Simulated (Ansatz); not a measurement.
# SVWN5/6-31G(d) (spherical functions) run of CH8OSi2 (SMILES C[SiH2][SiH2]O)

Aim: the energy change on altering one bond length of CH8OSi2 at SVWN5/6-31G* (spherical functions), from 2 runs. 

The calculation is run with Ansatz 0.2.0.

88 further runs of the same task are left out: 88 set aside as unsound or not needed. Runs told in other sessions of the task aren't counted.

## Step 1: The molecule

CH8OSi2: 12 atoms, total charge 0, spin state singlet. As SMILES, `C[SiH2][SiH2]O`. The shape is that of a PBE0-D4/def2-TZVP optimisation. This is one conformer, not always the lowest.

Bond lengths: C1–Si2 1.878 Å, Si2–Si3 2.348 Å, Si3–O4 1.656 Å, C1–H5 1.092 Å, C1–H6 1.092 Å, C1–H7 1.092 Å, Si2–H8 1.491 Å, Si2–H9 1.494 Å, Si3–H10 1.495 Å, Si3–H11 1.486 Å, O4–H12 0.958 Å. Some angles: C1–Si2–Si3 111.4°, Si2–Si3–O4 112.9°, C1–Si2–H8 110.3°, C1–Si2–H9 109.9°, Si3–Si2–H8 109.8°, Si3–Si2–H9 108.3°, Si2–C1–H5 110.9°, Si2–C1–H6 110.7°, Si2–C1–H7 110.8°, Si2–Si3–H10 108.5°.

## Step 2: A single-point energy at SVWN5/6-31G(d) (spherical functions)

in.yaml

```yaml
basis:
  gaussian: {orbitals: 6-31G_st_-spherical.json}
crystal:
  periodic: [false, false, false]
  atoms:
    - {symbol: C, position_ang: [-1.363900, 1.513800, -0.148900]}
    - {symbol: Si, position_ang: [-0.392800, 0.194400, 0.769900]}
    - {symbol: Si, position_ang: [0.929600, -1.075200, -0.697500]}
    - {symbol: O, position_ang: [1.869100, -2.191700, 0.084900]}
    - {symbol: H, position_ang: [-0.692800, 2.186400, -0.687200]}
    - {symbol: H, position_ang: [-1.958800, 2.110300, 0.546100]}
    - {symbol: H, position_ang: [-2.043300, 1.060200, -0.874000]}
    - {symbol: H, position_ang: [-1.318500, -0.701500, 1.520400]}
    - {symbol: H, position_ang: [0.506600, 0.832900, 1.777800]}
    - {symbol: H, position_ang: [1.768000, -0.141100, -1.510100]}
    - {symbol: H, position_ang: [0.088400, -1.859400, -1.638400]}
    - {symbol: H, position_ang: [2.426500, -1.874200, 0.796300]}
total_charge: 0
hamiltonian: {xc: {name: SVWN5}}
accuracy: high
output: {orbitals: {seedname: orbitals}}
```

The basis set 6-31G* is read from a file made from the Basis Set Exchange's data (not shown).

Started as:

```sh
$ ansatz run in.yaml --threads 1 --pin off --max-ram 2610MiB --events-out events.jsonl --progress --plain --runs-dir runs
```

Output:

```text
Warning: RAYON_NUM_THREADS=1 ignored (pool sized by the plan → 1); use --threads N
Functional definition: SVWN5
  name "SVWN5"
  exchange = slater_x
  correlation = vwn5_c
1893 factors; integrals over basis functions are off by at most 5.9e-9 eV
mean field evaluation 1: about -18869.2669 eV, gradient 7.1e1 eV
mean field evaluation 2: about -18838.7624 eV, gradient 1.4e2 eV
mean field evaluation 4: about -18879.6840 eV, gradient 1.0e1 eV
mean field evaluation 8: about -18879.9176 eV, gradient 5.5e-1 eV
mean field evaluation 16: about -18879.9186 eV, gradient 6.1e-5 eV
mean field -18879.91861139 eV, -693.8242117000 hartree, gradient 7.1e-9 eV, S^2 0.000000; 0 other end points of the search recorded, 0 dependent functions left out
reference -18879.91861526 eV, -693.8242118422 hartree; 25, 25 occupied and 55, 55 virtual orbitals, 1893 factors
Total energy: -18879.91861526 eV, -693.8242118422 hartree
```

Wall time 3 s (1 thread of Intel Xeon 6975P-C (Granite Rapids), shared host); peak memory 0.22 GiB.

## Step 3: The distorted shape at the same level

job.yaml

```yaml
basis:
  gaussian:
    orbitals: 6-31G_st_-spherical.json
crystal:
  periodic: [false, false, false]
  atoms:
    - symbol: C
      position_ang: [-1.615405, 1.233587, 0.094866]
    - symbol: Si
      position_ang: [-0.644305, -0.085813, 1.013666]
    - symbol: Si
      position_ang: [0.678095, -1.355413, -0.453734]
    - symbol: O
      position_ang: [1.617595, -2.471913, 0.328666]
    - symbol: H
      position_ang: [-0.944305, 1.906187, -0.443434]
    - symbol: H
      position_ang: [-2.210305, 1.830087, 0.789866]
    - symbol: H
      position_ang: [-2.294805, 0.779987, -0.630234]
    - symbol: H
      position_ang: [-1.570005, -0.981713, 1.764166]
    - symbol: H
      position_ang: [0.255095, 0.552687, 2.021566]
    - symbol: H
      position_ang: [1.768000, -0.141100, -1.510100]
    - symbol: H
      position_ang: [-0.163105, -2.139613, -1.394634]
    - symbol: H
      position_ang: [2.174995, -2.154413, 1.040066]
total_charge: 0
hamiltonian:
  xc: {name: SVWN5}
accuracy: high
output: {orbitals: {seedname: orbitals}}
```

The basis set 6-31G* is read from a file made from the Basis Set Exchange's data (not shown).

Started as:

```sh
$ ansatz run job.yaml --threads 1 --pin off --max-ram 2610MiB --events-out events.jsonl --progress --plain --runs-dir runs
```

Output:

```text
Warning: RAYON_NUM_THREADS=1 ignored (pool sized by the plan → 1); use --threads N
[... 4 set-up lines as earlier in the session ...]
1897 factors; integrals over basis functions are off by at most 3.9e-9 eV
mean field evaluation 1: about -18868.4485 eV, gradient 7.1e1 eV
mean field evaluation 2: about -18827.9800 eV, gradient 1.5e2 eV
mean field evaluation 4: about -18878.7879 eV, gradient 1.2e1 eV
mean field evaluation 8: about -18879.0979 eV, gradient 6.8e-1 eV
mean field evaluation 16: about -18879.0995 eV, gradient 1.1e-4 eV
mean field -18879.09951933 eV, -693.7941106222 hartree, gradient 2.9e-8 eV, S^2 0.000000; 0 other end points of the search recorded, 0 dependent functions left out
reference -18879.09952315 eV, -693.7941107624 hartree; 25, 25 occupied and 55, 55 virtual orbitals, 1897 factors
Total energy: -18879.09952315 eV, -693.7941107624 hartree
```

Wall time 3 s (1 thread of Intel Xeon 6975P-C (Granite Rapids), shared host); peak memory 0.22 GiB.

## Step 4: Results

At SVWN5/6-31G* (spherical functions):

```
                                                           quantity          value
                                          first shape: total energy  -693.82421 Eh
                                           first shape: HOMO energy       -6.18 eV
                                           first shape: LUMO energy       -1.12 eV
                                         first shape: HOMO–LUMO gap        5.06 eV
                                      distorted shape: total energy  -693.79411 Eh
                                       distorted shape: HOMO energy       -6.16 eV
                                       distorted shape: LUMO energy       -1.22 eV
                                     distorted shape: HOMO–LUMO gap        4.94 eV
energy change with the Si3–H10 bond stretched from 1.495 to 1.944 Å       0.819 eV
```

With the Si3–H10 bond stretched from 1.495 to 1.944 Å the energy rises by 0.82 eV (18.9 kcal/mol). The first shape isn't relaxed at this level, so the change isn't measured from a minimum.
